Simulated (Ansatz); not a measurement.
# GeN2H4F2 (SMILES [NH2][Ge]([NH2])([F])[F]): CCSD(T)/6-31G(d) (spherical functions)

Aim: the energy change on altering one bond length of GeN2H4F2 at CCSD(T)/6-31G* (spherical functions), from 2 runs. 

The results are computed with Ansatz 0.2.0.

47 further runs of the same task are left out: 47 set aside as unsound or not needed. Runs told in other sessions of the task aren't counted.

### 1 The structure to begin with

The species is GeN2H4F2 (9 atoms), meant as a singlet with charge 0. SMILES: `[NH2][Ge]([NH2])([F])[F]`. Geometry: relaxed at PBE0-D4/def2-TZVP. This is one conformer, not always the lowest.

Bond lengths: N1–Ge2 1.794 Å, Ge2–N3 1.794 Å, Ge2–F4 1.728 Å, Ge2–F5 1.728 Å, N1–H6 1.009 Å, N1–H7 1.009 Å, N3–H8 1.009 Å, N3–H9 1.009 Å. Some angles: N1–Ge2–N3 111.5°, N1–Ge2–F4 116.3°, N1–Ge2–F5 105.0°, N3–Ge2–F4 105.0°, N3–Ge2–F5 116.3°, F4–Ge2–F5 102.8°, Ge2–N1–H6 115.9°, Ge2–N1–H7 115.5°, Ge2–N3–H8 115.5°, Ge2–N3–H9 115.8°.

### 2 A single-point energy at CCSD(T)/6-31G(d) (spherical functions)

Input file input.yaml:

```yaml
crystal:
  periodic: [false, false, false]
  atoms:
    - {symbol: N, position_ang: [-0.357200, 1.470600, -0.432900]}
    - {symbol: Ge, position_ang: [0.131100, -0.254300, -0.371100]}
    - {symbol: N, position_ang: [0.088800, -0.889600, 1.305800]}
    - {symbol: F, position_ang: [-0.830100, -1.356500, -1.291000]}
    - {symbol: F, position_ang: [1.658800, -0.315400, -1.175700]}
    - {symbol: H, position_ang: [-1.289100, 1.676100, -0.105200]}
    - {symbol: H, position_ang: [-0.173100, 1.942600, -1.305600]}
    - {symbol: H, position_ang: [0.163500, -1.892200, 1.392000]}
    - {symbol: H, position_ang: [0.695700, -0.427900, 1.966600]}
basis:
  gaussian:
    orbitals: 6-31G_st_-spherical.json
correlation:
  method: ccsd_t
  frozen_orbitals: {F: 1, Ge: 9, H: 0, "N": 1}
accuracy: high
scf:
  omitted_lower_state_checks: [cluster_reference, increment]
```

The basis set 6-31G* is read from a file made from the Basis Set Exchange's data (not shown).

Command:

```sh
ansatz run input.yaml --threads 1 --pin off --max-ram 2610MiB --events-out events.jsonl --progress --plain --runs-dir runs
```

The program printed (excerpt; [...] marks lines left out):

```text
Warning: RAYON_NUM_THREADS=1 ignored (pool sized by the plan → 1); use --threads N
Functional definition: HF
  name "HF"
[...]
2159 factors; integrals over basis functions are off by at most 4.3e-9 eV
[...]
mean field -64906.93778041 eV, -2385.2859679276 hartree, gradient 2.5e-8 eV, S^2 0.000000; 0 other end points of the search recorded, 0 dependent functions left out
13 core orbitals not correlated: weight in the atoms' cores, before any rotation towards them, 1.000 or more for the frozen orbitals, at most 0.000 for the correlated occupied ones
reference -64906.93778041 eV, -2385.2859679276 hartree; 21, 21 occupied and 62, 62 virtual orbitals, 2159 factors
second order -25.09447860 eV of doubles, -0.00000000 eV of singles
cycle   1  -24.62524290 eV  change    4.7e-1 eV  update   1.1e-1
[...]
cycle  20  -25.32377543 eV  change    2.5e-9 eV  update   3.1e-9
perturbative correction -0.49421247 eV, -0.0181619734 hartree
Total energy: -64932.75576832 eV, -2386.2347614830 hartree
Checks for a lower state left out: cluster_reference, increment
```

Wall time 59 s (1 thread of Arm Neoverse V1, shared host); peak memory 0.65 GiB.

### 3 The distorted shape at the same level

Input file job.yaml:

```yaml
crystal:
  periodic: [false, false, false]
  atoms:
    - {symbol: N, position_ang: [0.108768, 1.367846, -0.596756]}
    - {symbol: Ge, position_ang: [0.597068, -0.357054, -0.534956]}
    - {symbol: "N", position_ang: [0.554768, -0.992354, 1.141944]}
    - {symbol: F, position_ang: [-0.364132, -1.459254, -1.454856]}
    - {symbol: F, position_ang: [2.124768, -0.418154, -1.339556]}
    - {symbol: H, position_ang: [-1.289100, 1.676100, -0.105200]}
    - {symbol: H, position_ang: [0.292868, 1.839846, -1.469456]}
    - {symbol: H, position_ang: [0.629468, -1.994954, 1.228144]}
    - {symbol: H, position_ang: [1.161668, -0.530654, 1.802744]}
basis:
  gaussian:
    orbitals: 6-31G_st_-spherical.json
correlation:
  method: ccsd_t
  frozen_orbitals: {F: 1, Ge: 9, H: 0, "N": 1}
scf:
  omitted_lower_state_checks: [cluster_reference, increment]
accuracy: high
```

The basis set 6-31G* is read from a file made from the Basis Set Exchange's data (not shown).

Command:

```sh
ansatz run job.yaml --threads 1 --pin off --max-ram 2610MiB --events-out events.jsonl --progress --plain --runs-dir runs
```

The program printed (excerpt; [...] marks lines left out):

```text
Warning: RAYON_NUM_THREADS=1 ignored (pool sized by the plan → 1); use --threads N
[... 2 set-up lines as earlier in the session ...]
[...]
2160 factors; integrals over basis functions are off by at most 4.3e-9 eV
[...]
mean field -64904.24850596 eV, -2385.1871389143 hartree, gradient 2.6e-8 eV, S^2 0.000000; 0 other end points of the search recorded, 0 dependent functions left out; unrestricted orbitals would lower it
13 core orbitals not correlated: weight in the atoms' cores, before any rotation towards them, 1.000 or more for the frozen orbitals, at most 0.000 for the correlated occupied ones
reference -64904.24850596 eV, -2385.1871389143 hartree; 21, 21 occupied and 62, 62 virtual orbitals, 2160 factors
second order -25.46892368 eV of doubles, -0.00000000 eV of singles
cycle   1  -24.96383848 eV  change    5.1e-1 eV  update   1.2e-1
[...]
cycle  23  -25.78189719 eV  change   -2.4e-9 eV  update   3.0e-9
perturbative correction -0.55309724 eV, -0.0203259488 hartree
Total energy: -64930.58350040 eV, -2386.1549321094 hartree
Checks for a lower state left out: cluster_reference, increment
```

Run time: 64 s. Hardware: 1 thread of Arm Neoverse V1, shared host; peak memory 0.65 GiB.

### 4 Summary of results

Level: CCSD(T)/6-31G* (spherical functions), 13 core orbitals frozen.

| quantity | value |
| --- | --- |
| first shape: total energy | -2386.23476 Eh |
| first shape: correlation energy (13 core orbitals frozen) | -948.8 mEh |
| first shape: (T) correction | -18.16 mEh |
| first shape: T1 diagnostic | 0.012 |
| distorted shape: total energy | -2386.15493 Eh |
| distorted shape: correlation energy (13 core orbitals frozen) | -967.8 mEh |
| distorted shape: (T) correction | -20.33 mEh |
| distorted shape: T1 diagnostic | 0.012 |
| energy change with the N1–H6 bond stretched from 1.009 to 1.514 Å | 2.172 eV |

One bond (distorted shape) is far stretched, which a spin-restricted single reference describes badly; perturbation theory on it can break down and give far too much correlation. With the N1–H6 bond stretched from 1.009 to 1.514 Å the energy rises by 2.17 eV (210 kJ/mol). The first shape isn't relaxed at this level, so the change isn't measured from a minimum. A restricted reference can't describe the breaking bond well at this length. The triples (first shape) make up 1.9 % of the correlation energy. The restricted solution (distorted shape) is unstable to spin breaking: an unrestricted one lies lower. The triples (distorted shape) make up 2.1 % of the correlation energy.
